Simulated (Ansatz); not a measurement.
The system is TaTe.

```
CELL_PARAMETERS angstrom
3.42009 0.00000 0.00000
0.00000 3.42009 0.00000
0.00000 0.00000 3.42009
ATOMIC_POSITIONS crystal
Ta 0.50000 0.50000 0.50000
Te 0.00000 0.00000 0.00000
```

The cell was built by a generator and needn't be a form met in nature.

Base run:

```yaml
Program: Ansatz 0.2.0
Functional: PBE
Potentials_or_basis: Ansatz PAW
Cutoff: "420 eV (not typed: the program's choice for these potentials)"
k_mesh: 8 × 8 × 8
Occupations: fermi-dirac, width 0.05 eV
Spin: no spin polarisation
Hubbard_terms: Ta d U = 1 eV
```

Its results: band gap on the k mesh none (metal or under the smearing width); pressure 0.8 GPa.

Q: The run is repeated on the same cell with these changes: hubbard terms from Ta d U = 1 eV to Ta d U = 4 eV. What comes out?

A: Band gap on the k mesh none (metal or under the smearing width); pressure 5.1 GPa.

Caveats: U without spin polarisation on a metal has little footing; the U is typed as a test and isn't derived for this compound; the density of states is complete only up to the lowest level of the last band computed.
